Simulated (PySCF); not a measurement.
**C₂H₁₂BNSi₂: electronic excitations**

Wanted: the electronic excitations of C₂H₁₂BNSi₂ (`C[Si@H](BN)C[SiH3]`), by calculation.

The runs use PySCF 2.14.0, with density-fitted response routines of our own; the level of theory stands in each step. All values are computed, except where a source is named. Atoms are numbered from 0 throughout.

### 1 Starting geometry

18 atoms, charge 0, multiplicity 1; geometry from: GFN2-xTB.

Bonds of the start (Å): C0–Si1 1.92, Si1–B2 1.96, B2–N3 1.38, Si1–C4 1.93, C4–Si5 1.89, C0–H6 1.09, C0–H7 1.09, C0–H8 1.09, Si1–H9 1.49, B2–H10 1.18, N3–H11 1.01, N3–H12 1.01, C4–H13 1.09, C4–H14 1.09, Si5–H15 1.47, Si5–H16 1.47, Si5–H17 1.47.

### 2 TDDFT and polarisability: CAM-B3LYP/def2-SVPD

Job settings and geometry (Å):

```
{"job": {"kind": "uv", "xc": "CAM-B3LYP", "basis": "def2-SVPD", "nstates": 8, "ntriplets": 3}, "charge": 0, "multiplicity": 1}
C     -0.026113     2.056358     0.185291
Si    -0.397462     0.572975    -0.968851
B     -1.869885    -0.556125    -0.323318
N     -2.180264    -0.583311     1.020702
C      1.242258    -0.430818    -1.078839
Si     1.785338    -1.302902     0.509219
H     -0.878054     2.727669     0.247749
H      0.208018     1.727298     1.194335
H      0.820004     2.637780    -0.167000
H     -0.561060     1.185865    -2.315920
H     -2.518121    -1.251893    -1.017746
H     -1.697371    -0.035299     1.714411
H     -2.902160    -1.156631     1.427791
H      1.125002    -1.182165    -1.860754
H      2.042185     0.229513    -1.413879
H      3.023568    -2.059925     0.287718
H      0.743527    -2.235110     0.960989
H      2.031830    -0.336962     1.586446
```

With the program's defaults for keys left out, this is: TDDFT CAM-B3LYP/def2-SVPD, vertical, gas phase, core orbitals frozen in the response.

Started as:

```console
$ OMP_NUM_THREADS=1 python probes_run.py task.json out
```

This one command runs all jobs of the session in turn.

Predict these results of the whole session: lowest singlet (CAM-B3LYP/def2-SVPD); brightest single state of those computed; lowest triplet.

As calculated:

| quantity | value |
| --- | --- |
| lowest singlet (CAM-B3LYP/def2-SVPD) | 5.65 eV (219 nm), f = 0.013 |
| brightest single state of those computed | state 6, 7.82 eV, f = 0.123 |
| lowest triplet | 4.86 eV |

What this shows: The lowest singlet, at 5.65 eV, is HOMO→LUMO 0.90 and is weak; of the 8 states computed, the strongest absorption comes from state 6 at 7.82 eV (the last state computed is bright too, and its partners may lie past the list). The lowest triplet lies 0.79 eV below the lowest singlet (triplets in Tamm-Dancoff, singlets in full TDDFT).
